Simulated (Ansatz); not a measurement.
# BClF, SMILES F[B]Cl: an atomisation energy

Program: the Ansatz DFT code, driven from Python.

The cells in order, each with its output:

```python
from collections import Counter

import ansatz


def energy(molecule, charge=0, unpaired=0):
    calc = (
        molecule.calculation()
        .basis(gaussian="cc-pVTZ")
        .functional("HF")
    )
    if charge:
        calc = calc.charge(charge)
    if unpaired:
        calc = calc.spin("collinear", total=unpaired)
    return calc.run(threads=1).report["free_energy_ev"]
```

```python
GEOMETRY = """
F     0.57530    1.14550    0.43070
B    -0.43370    0.30090   -0.20180
Cl   -0.15260   -1.51110   -0.24220
"""
```

```python
system = ansatz.Crystal.molecule()
for line in GEOMETRY.strip().splitlines():
    symbol, *xyz = line.split()
    system = system.atom(symbol, [float(v) for v in xyz])
```

```python
# Hund ground states
unpaired = {"F": 1, "B": 1, "Cl": 1}
counts = Counter(site.symbol for site in system.cartesian_sites)
atom_energy = {s: energy(ansatz.Crystal.molecule().atom(s, (0, 0, 0)), 0, unpaired[s]) for s in counts}
whole = energy(system, 0, 1)
for s, e in atom_energy.items():
    print(f"{s:2s} x{counts[s]}  {e:14.5f} eV")
print(f"BClF: {whole:.5f} eV")
split = sum(counts[s] * e for s, e in atom_energy.items()) - whole
print(f"atomisation energy (no zero-point term): {96.485332 * split:.1f} kJ/mol, {split / sum(counts.values()):.3f} eV an atom")
```

    F  x1     -2704.96206 eV
    B  x1      -667.55157 eV
    Cl x1    -12503.23562 eV
    BClF: -15883.37816 eV
    atomisation energy (no zero-point term): 736.1 kJ/mol, 2.543 eV an atom

736.1 kJ/mol from the electronic energies, without the zero-point term.

Caveats:
- Total energies depend on the basis set; only differences at equal settings carry meaning.
- The geometry is a force-field or estimated start, not a minimum of this method, and the basis set is short of its limit. All parts are taken at fixed geometry, without zero-point energy.
- The species is open-shell (spin multiplicity 2).
- Hartree-Fock leaves correlation out, so bond, atomisation and ionisation energies come out well too low.
- For Al to Cl the sets with a tight d function, cc-pV(X+d)Z, are usual.
- Finished in 1.5 s on 1 thread of Arm Neoverse V2 (shared host), peak memory 0.21 GiB.

(Lines on the test bed's own set-up are left out of the output.)
